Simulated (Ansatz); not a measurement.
# GePHS (singlet): from Hartree-Fock to the top rungs at a displaced geometry (v2), cc-pVDZ

An exercise on one series of results from a longer session: the logs are not shown, and one member is left open.

The runs use Ansatz 0.2.0, Gaussian basis; cc-pVDZ, core rule «outside noble gas», up to 24 orbitals frozen.

The runs, in order: UHF; CCSD(T) on RHF; CCSD(T) on UHF; BCCD(T) on RHF; CISD; CCSDT(Q) on RHF; CCSDT(Q) on UHF.

21 further runs of the same task are left out: 13 that didn't finish, 8 set aside as unsound or not needed.

### The system

The geometry is a PBE0/def2-TZVP stationary point (not a proven minimum) with its atoms shifted at random (size 0.100 Å). No spin-orbit coupling is included. The filled d shell of Ge may be among the frozen orbitals whatever the setting's name suggests; the logs give the count.

4 atoms, charge 0, spin multiplicity 1.

Atoms are counted from 1 here; the program's logs count them from 0.

Bond lengths: P1–Ge2 2.001 Å, Ge2–S3 2.189 Å, S3–H4 1.292 Å. Angles: P1–Ge2–S3 172.2°, Ge2–S3–H4 92.0°.

Geometry (Å):

```
P     0.06458   -0.27344    2.61708
Ge   -0.10033   -0.25104    0.62272
S    -0.02368   -0.37975   -1.56076
H     0.05944    0.90422   -1.67904
```

The first run:

The input, in.yaml:

```yaml
crystal:
  periodic: [false, false, false]
  atoms:
    - {symbol: P, position_ang: [0.064578, -0.273439, 2.617083]}
    - {symbol: Ge, position_ang: [-0.100335, -0.251036, 0.622718]}
    - {symbol: S, position_ang: [-0.023679, -0.379750, -1.560762]}
    - {symbol: H, position_ang: [0.059436, 0.904225, -1.679039]}
basis:
  gaussian: {orbitals: cc-pVDZ}
magnetization: {spin_polarized: true, initial_magnetization: 0}
hamiltonian: {xc: hf}
output: {orbitals: {seedname: orbitals}}
```

Run with:

```bash
$ ansatz run in.yaml --threads 1 --pin off --events-out ev --progress --plain --max-ram 2393MiB
```

Steps of the session up to this table: UHF; CCSD(T) on RHF; CCSD(T) on UHF; BCCD(T) on RHF; CISD; CCSDT(Q) on RHF; CCSDT(Q) on UHF.

One of the session's tables, all rows but one given; the rest of the session is left out.

```
   method  from RCCSDT(Q) (kcal/mol)
      RHF                    +242.52
      UHF                          ?
     RMP2                     +31.27
     UMP2                     +47.18
    RCCSD                     +13.75
    UCCSD                     +14.54
 RCCSD(T)                      +1.97
 UCCSD(T)                      +3.33
  BCCD(T)                      +1.92
   RCCSDT                      +1.33
   UCCSDT                      +1.48
RCCSDT(Q)                          0
UCCSDT(Q)                       0.00
```

Q: Estimate the row for UHF from the others.

**Answer.** from RCCSDT(Q) (kcal/mol): +239.19. In the column «from RCCSDT(Q) (kcal/mol)» it lies between UMP2 (+47.18) and RHF (+242.52).

Not comparable, so not listed: CISD (they don't share determinant, frozen orbitals or solution with the rows shown, or repeat one).

Caveats from the session: The determinant is far from a pure spin state, so its energy mixes those of several spin states (harmless only where they are near-degenerate, as at dissociation). Restricted and unrestricted rows rest on different reference determinants; where their highest levels disagree by more than a few hundredths of an eV, they describe different states and don't form one ladder.
